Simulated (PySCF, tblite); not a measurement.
# CH5AsNSi radical: geometry, infrared bands and EPR parameters

What infrared bands and EPR parameters should CH5AsNSi radical (`[H]/N=C\[SiH2][AsH]`) show?

Computed with tblite 0.8.0 and PySCF 2.14.0, with density-fitted response routines of our own, on a single molecule in the gas phase. Atoms count from 0, in the outputs and in this text.

## Step 1: Starting geometry

9 atoms, charge 0, multiplicity 2; geometry from: force field or distance geometry start.

Bonds of the start (Å): N0–C1 1.28, C1–Si2 1.86, Si2–As3 2.27, N0–H4 1.05, C1–H5 1.08, Si2–H6 1.48, Si2–H7 1.46, As3–H8 1.52.

## Step 2: Optimising the geometry with GFN2-xTB

Job settings and geometry (Å):

```
{"job": {"kind": "relax", "xc": "GFN2-xTB", "basis": "xTB"}, "charge": 0, "multiplicity": 2}
N     -1.994300     0.720800     0.436500
C     -0.917500     0.706700    -0.251000
Si     0.281900    -0.717100    -0.166800
As     2.364800    -0.170300     0.562900
H     -2.165100    -0.119500     1.035700
H     -0.689100     1.555000    -0.884600
H     -0.283200    -1.730800     0.754600
H      0.416900    -1.320400    -1.493900
H      2.999200     1.081600    -0.018500
```

Started as:

```
$ OMP_NUM_THREADS=1 python probes_run.py task.json out
```

One launch serves the whole session: the jobs run in the order shown.

**Question.** This job is followed by: GFN2-xTB harmonic vibrations, gas phase; UKS B3LYP, def2-TZVP-core on As, pcH-1 on C H N Si, non-relativistic, mean-field spin-orbit, GIAO. What will the session give for the following? strongest single infrared mode (GFN2-xTB); zero-point energy (GFN2-xTB); g(iso) (B3LYP); ⟨S²⟩; largest a(iso) (averaged by class); surface potential, 1st and 99th percentile.

The runs gave:

```
                                 quantity                  value
strongest single infrared mode (GFN2-xTB)  1862 cm⁻¹, 655 km/mol
             zero-point energy (GFN2-xTB)          32.9 kcal/mol
                           g(iso) (B3LYP)                2.04661
                                     ⟨S²⟩     0.754 (exact 0.75)
       largest a(iso) (averaged by class)    1H on H8, -33.7 MHz
    surface potential, 1st and 99th percentile     -1.70 V and 1.39 V
```

**Reading.** Relaxing lowered the energy by 0.425 eV in 71 steps; the close pair that moved most is C1–Si2, from 1.864 to 1.916 Å. All 21 modes are real, so the xTB geometry is a minimum. The strongest single mode, at 1862 cm⁻¹, moves mainly H8. GFN2-xTB is a fitted tight-binding method: band positions and strengths are rough. Its intensities can rank the bands wrongly. Most of the unpaired spin sits on As3 (0.97 e). The isotropic g lies 44.3 ppt above the free-electron value. The hyperfine terms hold no scalar relativity, which the heavier nuclei need.
